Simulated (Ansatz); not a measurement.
# AlBrF2Li: the cost of one run

Method: RKS B3LYP-D4/def2-SVP; program: Ansatz 0.2.0.

## Step 1: Starting geometry

4 atoms, charge 0, spin multiplicity 1.

Atoms are counted from 1 here; the program's logs count them from 0.

Bond lengths: F1–Al2 1.663 Å, Al2–F3 1.663 Å, Al2–Br4 2.232 Å. Angles: F1–Al2–F3 119.0°, F1–Al2–Br4 120.5°, F3–Al2–Br4 120.5°.

Geometry (Å):

```xyz
4
charge 0, multiplicity 1
F     1.1223    0.6223    1.1698
Al    0.1058   -0.0892    0.0623
F     0.2266   -1.7257   -0.2085
Br   -1.3991    1.1322   -1.0438
```

## Step 4: Plan of the scan

The probe is moved over the molecule's main plane (x and y are the axes of that plane, centred on the molecule).

- x of the probe's Li atom: 21 values from −5.60 to 5.60 Å
- y of the probe's Li atom: 17 values from −4.48 to 4.48 Å

Nothing else is relaxed (molecule and probe rigid). Energies count from molecule and probe far apart, each relaxed in its own basis (no counterpoise correction). Points are written as (first, second).

The probe Li+ moves over a plane: the molecule's main plane. The molecule is turned into the frame of its main axes, as the inputs below show.

(The set-up runs are not shown.)

## Step 5: The run at (−5.60 Å, 0.00 Å)

input.yaml

```yaml
crystal:
  periodic: [false, false, false]
  atoms:
    - { symbol: F, position_ang: [0.978771, 1.417057, 2.3e-05] }
    - { symbol: Al, position_ang: [0.133182, -1.0e-06, -6.2e-05] }
    - { symbol: F, position_ang: [0.978794, -1.417045, 2.3e-05] }
    - { symbol: Br, position_ang: [-2.090747, -1.0e-05, 1.7e-05] }
    - { symbol: Li, position_ang: [-5.6, 0.0, 0.0] }
total_charge: 1
basis:
  gaussian: { orbitals: def2-SVP }
hamiltonian:
  xc: { name: B3LYP }
  dispersion: d4
output:
  forces: true
```

Run with:

```
$ ansatz run input.yaml --threads 1 --pin off --max-ram 2560MiB --backend cpu --events-out ev --progress --plain --runs-dir out
```

**Question.** How long does this run take on 1 thread of Arm Neoverse N1, shared host, and how much memory does it need?

About 6.1 s, with a peak of 0.17 GiB.
